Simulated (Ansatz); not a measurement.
**C₃H₅Si radical: up Jacob's ladder to CCSD(T)**

An exercise on one series of results from a longer session: the logs are not shown, and one member is left open.

Program: Ansatz 0.2.0, Gaussian basis. Level of theory: functionals in def2-TZVPP, the program's frozen cores in correlated methods. These are calculated values, not measurements.

Plan: LDA (SPW92), PBE-D4, revPBE-D4, BLYP-D4, r2SCAN-D4, B97M-V, PBE0-D4, B3LYP-D4, r2SCANh-D4, r2SCAN0-D4, HSE06-D4, BHLYP-D4, CAM-B3LYP-D4, LC-ωPBE, ωB97X-V, ωB97M-V, B2PLYP, PBE-QIDH; CCSD(T)/def2-SVP; CCSD(T)/def2-TZVPP; MP2/def2-QZVPP; extrapolation to the limit; RPA on PBE.

## Structure used throughout

The geometry comes from an earlier relaxation with PBE0-D4 in a triple-zeta def2 set; it is a stationary point, not always the lowest conformer.

SMILES `[C]#C[SiH2]C`, 9 atoms, charge 0, spin multiplicity 2.

Atoms are counted from 1 here; the program's logs count them from 0.

Bond lengths: C1–C2 1.213 Å, C2–Si3 1.834 Å, Si3–C4 1.863 Å, Si3–H5 1.485 Å, Si3–H6 1.485 Å, C4–H7 1.093 Å, C4–H8 1.092 Å, C4–H9 1.092 Å. Angles: C1–C2–Si3 178.4°, C2–Si3–C4 109.9°, C2–Si3–H5 107.5°, C2–Si3–H6 107.5°, C4–Si3–H5 111.4°, C4–Si3–H6 111.4°, H5–Si3–H6 109.0°, Si3–C4–H7 110.2°, Si3–C4–H8 110.7°, Si3–C4–H9 110.7°, H7–C4–H8 108.4°, H7–C4–H9 108.4°, H8–C4–H9 108.4°.

Set-up of the first run:

Contents of in.yaml:

```yaml
crystal:
  periodic: [false, false, false]
  atoms:
    - {symbol: C, position_ang: [2.756546, -1.240332, -0.105396]}
    - {symbol: C, position_ang: [1.806426, -0.490478, -0.179919]}
    - {symbol: Si, position_ang: [0.339736, 0.606666, -0.275382]}
    - {symbol: C, position_ang: [-1.172337, -0.299819, 0.326431]}
    - {symbol: H, position_ang: [0.189986, 1.029037, -1.691016]}
    - {symbol: H, position_ang: [0.621777, 1.802411, 0.558602]}
    - {symbol: H, position_ang: [-2.049660, 0.349273, 0.270370]}
    - {symbol: H, position_ang: [-1.359500, -1.185482, -0.283880]}
    - {symbol: H, position_ang: [-1.044474, -0.617475, 1.363089]}
basis:
  gaussian: {orbitals: def2-TZVPP}
magnetization: {spin_polarized: true, initial_magnetization: 1}
hamiltonian: {xc: lda}
output: {orbitals: {seedname: orbitals}}
```

Launch:

```
ansatz run in.yaml --threads 4 --pin off --events-out ev --progress --plain --max-ram 10444MiB
```

Steps of the session up to this table: LDA; PBE-D4 (GGA); revPBE-D4 (GGA); BLYP-D4 (GGA); r2SCAN-D4 (meta-GGA); B97M-V (meta-GGA); PBE0-D4 (hybrid); B3LYP-D4 (hybrid); r2SCANh-D4 (hybrid); r2SCAN0-D4 (hybrid); HSE06-D4 (hybrid); BHLYP-D4 (hybrid); CAM-B3LYP-D4 (range-separated); LC-ωPBE (range-separated); ωB97X-V (range-separated); ωB97M-V (range-separated); B2PLYP (double hybrid); PBE-QIDH (double hybrid).

One of the session's tables, all rows but one given; the rest of the session is left out.

It belongs to the step «Orbital energies across the functionals». 

```
  functional  HOMO (eV)  LUMO (eV)  gap (eV)
 LDA (SPW92)          ?          ?         ?
      PBE-D4      -6.99      -6.02      0.97
   revPBE-D4      -6.94      -5.83      1.11
     BLYP-D4      -6.86      -6.16      0.69
   r2SCAN-D4      -7.22      -5.23      1.99
      B97M-V      -7.23      -5.83      1.40
     PBE0-D4      -8.21      -4.64      3.57
    B3LYP-D4      -7.99      -5.27      2.72
  r2SCANh-D4      -7.67      -4.77      2.90
  r2SCAN0-D4      -8.36      -4.10      4.26
    HSE06-D4      -7.80      -5.04      2.76
    BHLYP-D4      -9.29      -3.58      5.71
CAM-B3LYP-D4      -9.59      -3.75      5.84
     LC-ωPBE     -11.02      -1.91      9.11
     ωB97X-V     -10.61      -2.81      7.80
     ωB97M-V     -10.45      -2.84      7.61
```

Estimate the missing values for LDA (SPW92).

**Answer.** HOMO (eV): -7.10; LUMO (eV): -6.58; gap (eV): 0.52. In the column «HOMO (eV)» it lies between r2SCAN-D4 (-7.22) and PBE-D4 (-6.99).
